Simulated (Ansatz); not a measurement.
## Nudged elastic band run: Al$_{5}$O$_{8}$, charge +1

The input (input.yaml):

```yaml
crystal:
  lattice:
    - [-4.7351, -2.733811, 4.300333]
    - [4.7351, -2.733811, 4.300333]
    - [0.0, 5.467623, 4.300333]
  atoms:
    - { symbol: Al, position: [0.35193749, 0.35033517, 0.35641059] }
    - { symbol: Al, position: [0.1466688, 0.14950977, 0.15013038] }
    - { symbol: Al, position: [0.64262939, 0.6466112, 0.65298631] }
    - { symbol: Al, position: [0.85003874, 0.84543244, 0.8614438] }
    - { symbol: O, position: [0.59822935, 0.40250223, 0.75595751] }
    - { symbol: O, position: [0.75884737, 0.59530941, 0.4227637] }
    - { symbol: O, position: [0.40093711, 0.74999523, 0.59393831] }
    - { symbol: O, position: [0.38165305, 0.59774205, 0.26822906] }
    - { symbol: O, position: [0.24798848, 0.40249913, 0.59981492] }
    - { symbol: O, position: [0.5969252, 0.25493164, 0.4076239] }
    - { symbol: Al, position: [0.83698265, 0.83712294, 0.33756563] }
    - { symbol: Al, position: [0.1463446, 0.14650761, 0.64697406] }
    - { symbol: Al, position: [0.35168986, 0.35185448, 0.8523243] }
    - { symbol: O, position: [0.09690172, 0.90228127, 0.75052512] }
    - { symbol: O, position: [0.24990832, 0.09704651, 0.40275513] }
    - { symbol: O, position: [0.90212355, 0.25006082, 0.59753095] }
    - { symbol: O, position: [0.90411751, 0.09458462, 0.25153933] }
    - { symbol: O, position: [0.750963, 0.90424759, 0.59505761] }
    - { symbol: O, position: [0.09440959, 0.7511311, 0.404765] }
    - { symbol: Al, position: [0.855797, 0.35210523, 0.85082589] }
    - { symbol: Al, position: [0.64952317, 0.14682275, 0.64996769] }
    - { symbol: Al, position: [0.15235238, 0.64272527, 0.14708154] }
    - { symbol: Al, position: [0.36078755, 0.85014299, 0.34588224] }
    - { symbol: O, position: [0.09327211, 0.40104683, 0.25046848] }
    - { symbol: O, position: [0.25529314, 0.59839803, 0.90295449] }
    - { symbol: O, position: [0.92216724, 0.75899407, 0.09579004] }
    - { symbol: O, position: [0.90696054, 0.59710776, 0.75544568] }
    - { symbol: O, position: [0.76756693, 0.38187288, 0.09821516] }
    - { symbol: O, position: [0.09919483, 0.24816, 0.90294595] }
    - { symbol: Al, position: [0.35019192, 0.85591756, 0.85257523] }
    - { symbol: Al, position: [0.14934849, 0.64967162, 0.64728456] }
    - { symbol: Al, position: [0.64642198, 0.1525272, 0.14316533] }
    - { symbol: Al, position: [0.845224, 0.36090629, 0.35063322] }
    - { symbol: O, position: [0.59516691, 0.92229644, 0.25943707] }
    - { symbol: O, position: [0.74984083, 0.09346294, 0.90150571] }
    - { symbol: O, position: [0.40230324, 0.25547696, 0.09885885] }
    - { symbol: O, position: [0.40233321, 0.09934434, 0.74862641] }
    - { symbol: O, position: [0.25479707, 0.9071382, 0.09756182] }
    - { symbol: O, position: [0.59759606, 0.76774312, 0.88237373] }
total_charge: 1
basis:
  ecutwfc: 420.0
kpoints:
  mp_grid: { grid: [2, 2, 2] }
hamiltonian:
  xc: lda
  pseudopotentials: { kind: paw, azcp: { folder: soft_1 } }
scf:
  occupations: { method: fermi_dirac, width: 0.05 }
  lower_state_search: "off"
  max_iter: 81
neb:
  images: 3
  f_tol: 0.2
  max_iterations: 50
  order_check: false
  final_atoms:
    - { symbol: Al, position: [0.3510687, 0.35378352, 0.35083998] }
    - { symbol: Al, position: [0.15028562, 0.14836042, 0.14456649] }
    - { symbol: Al, position: [0.65504143, 0.65031413, 0.63968593] }
    - { symbol: Al, position: [0.85376417, 0.85780754, 0.84801615] }
    - { symbol: O, position: [0.59829155, 0.40333831, 0.75043438] }
    - { symbol: O, position: [0.74118949, 0.57816865, 0.40514058] }
    - { symbol: O, position: [0.40700065, 0.75063969, 0.5995316] }
    - { symbol: O, position: [0.40592911, 0.59620225, 0.24924237] }
    - { symbol: O, position: [0.25267076, 0.40117411, 0.59800908] }
    - { symbol: O, position: [0.59332527, 0.24541635, 0.4033523] }
    - { symbol: Al, position: [0.66323607, 0.66323607, 0.16323603] }
    - { symbol: Al, position: [0.14869179, 0.14869179, 0.64869175] }
    - { symbol: Al, position: [0.35412002, 0.35412002, 0.85411997] }
    - { symbol: O, position: [0.09787486, 0.90228729, 0.74508788] }
    - { symbol: O, position: [0.24508793, 0.09787485, 0.40228725] }
    - { symbol: O, position: [0.9022873, 0.24508793, 0.59787481] }
    - { symbol: O, position: [0.90280956, 0.11868045, 0.23262306] }
    - { symbol: O, position: [0.73262311, 0.90280956, 0.61868039] }
    - { symbol: O, position: [0.11868044, 0.7326231, 0.40280951] }
    - { symbol: Al, position: [0.85084002, 0.3510687, 0.85378346] }
    - { symbol: Al, position: [0.64456651, 0.15028562, 0.64836038] }
    - { symbol: Al, position: [0.13968598, 0.65504142, 0.1503141] }
    - { symbol: Al, position: [0.34801621, 0.85376416, 0.35780749] }
    - { symbol: O, position: [0.09953164, 0.40700065, 0.25063965] }
    - { symbol: O, position: [0.25043443, 0.59829155, 0.90333825] }
    - { symbol: O, position: [0.90514064, 0.74118949, 0.07816861] }
    - { symbol: O, position: [0.90335235, 0.59332528, 0.7454163] }
    - { symbol: O, position: [0.7492424, 0.40592911, 0.09620222] }
    - { symbol: O, position: [0.09800911, 0.25267076, 0.90117405] }
    - { symbol: Al, position: [0.35378352, 0.85084002, 0.85106864] }
    - { symbol: Al, position: [0.14836043, 0.64456651, 0.65028558] }
    - { symbol: Al, position: [0.65031413, 0.13968598, 0.15504139] }
    - { symbol: Al, position: [0.85780754, 0.34801621, 0.35376411] }
    - { symbol: O, position: [0.57816865, 0.90514064, 0.24118945] }
    - { symbol: O, position: [0.75063969, 0.09953164, 0.90700059] }
    - { symbol: O, position: [0.40333831, 0.25043443, 0.09829153] }
    - { symbol: O, position: [0.40117411, 0.09800911, 0.75267072] }
    - { symbol: O, position: [0.24541636, 0.90335235, 0.09332525] }
    - { symbol: O, position: [0.59620225, 0.74924241, 0.90592904] }
```

Command:

```bash
$ ansatz run input.yaml --threads 2 --pin off --max-ram 5120MiB --backend cpu --events-out ev --progress --plain --runs-dir out
```

Output, in part (warnings, iteration lines):

```
NEB end point (image 0): max|allowed force component| = 6.054e-3 eV/Å (the criterion of neb.relax_end_points is 4.000e-2)
NEB end point (image 4): max|allowed force component| = 1.847e-2 eV/Å (the criterion of neb.relax_end_points is 4.000e-2)
NEB iter   1: max|band force component| = 5.581e0 eV/Å  barrier→ = 2.8854 eV  barrier← = 2.8853 eV  Δτ_max = 0.0491 Å  (62 SCF iters)
NEB iter   2: max|band force component| = 2.924e0 eV/Å  barrier→ = 2.0363 eV  barrier← = 2.0362 eV  Δτ_max = 0.0577 Å  (28 SCF iters)
NEB iter   3: max|band force component| = 5.105e-1 eV/Å  barrier→ = 1.6178 eV  barrier← = 1.6177 eV  Δτ_max = 0.0121 Å  (30 SCF iters)
NEB iter   4: max|band force component| = 9.301e-2 eV/Å  barrier→ = 1.6002 eV  barrier← = 1.6001 eV  CI = image 2  Δτ_max = 0.0000 Å  (26 SCF iters)
```

The run converged. The threshold of 0.2 eV/Å is loose, so the images may lie well off the minimum-energy path. The order of the stationary point at the top wasn't checked. Limits of this set-up: coarse k mesh, PAW files made for another functional, no spin, though dangling bonds at a vacancy may carry it, a small cell, in which the defect meets its images, charged cell in a uniform background, uncorrected.

Final band (atoms are numbered from 1 in the order of the input):

```
image  path coordinate (Å)  energy (eV)  Al11–O17 (Å)  Al11–O18 (Å)  Al11–O19 (Å)
    0                 0.00         0.00          1.93          1.93          1.93
    1                 0.62         0.82          2.30          2.30          2.30
    2                 1.24         1.60          2.80          2.80          2.80
    3                 1.86         0.81          3.30          3.30          3.30
    4                 2.48         0.00          3.76          3.76          3.76
```

The run took 3.9 min on 2 threads of Arm Neoverse V1 (shared host), peak memory 1.4 GiB.
